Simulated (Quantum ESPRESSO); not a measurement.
Ga2SiO: zone-centre phonons under several settings

```
CELL_PARAMETERS angstrom
1.77790 1.02647 6.40771
-1.77790 1.02647 6.40771
0.00000 -2.05294 6.40771
ATOMIC_POSITIONS crystal
Ga 0.73521 0.73521 0.73521
Ga 0.26479 0.26479 0.26479
Si 0.00000 0.00000 0.00000
O 0.50000 0.50000 0.50000
```

The cell was built by a generator and needn't be a form met in nature.

All runs used Quantum ESPRESSO 7.5; k mesh 4 × 4 × 4, shifted; given cell, atoms relaxed; no spin polarisation; occupations fermi-dirac, width 0.05 eV.

```tsv
level	potentials	cutoff (eV)	pressure (GPa)	lowest optical mode without the field (cm⁻¹)	highest optical mode without the field (cm⁻¹)
PBE	JTH 2.0 PBE	707	-9.9	336i	152
PBE	PseudoDojo 0.4.1 SR PBE standard	1143	-9.8	337i	152
PBE	SG15 PBE 1.2	1197	?	?	?
```

Task: What stands in the row left open?

Result: Pressure -9.8 GPa; lowest optical mode without the field 325i cm⁻¹; highest optical mode without the field 137 cm⁻¹.

Values marked i are imaginary: the cell is unstable against those modes at that level, or the meshes are too thin.

Caveats: all runs use coarse meshes; the mesh is thin for the phonons of a metal; some modes are imaginary; the cell is more than 3 GPa from zero pressure, which shifts response properties; before the sum rule the acoustic modes lie tens of cm⁻¹ from zero, a sign that the density grid also shifts the optical modes (some runs).

For the row left open. Caveat: the k mesh is coarse (spacing up to 0.52 Å⁻¹), so the values aren't converged; the mesh is thin for the phonons of a metal; some modes are imaginary; the cell is more than 3 GPa from zero pressure, which shifts response properties; before the sum rule the acoustic modes lie tens of cm⁻¹ from zero, a sign that the density grid also shifts the optical modes.
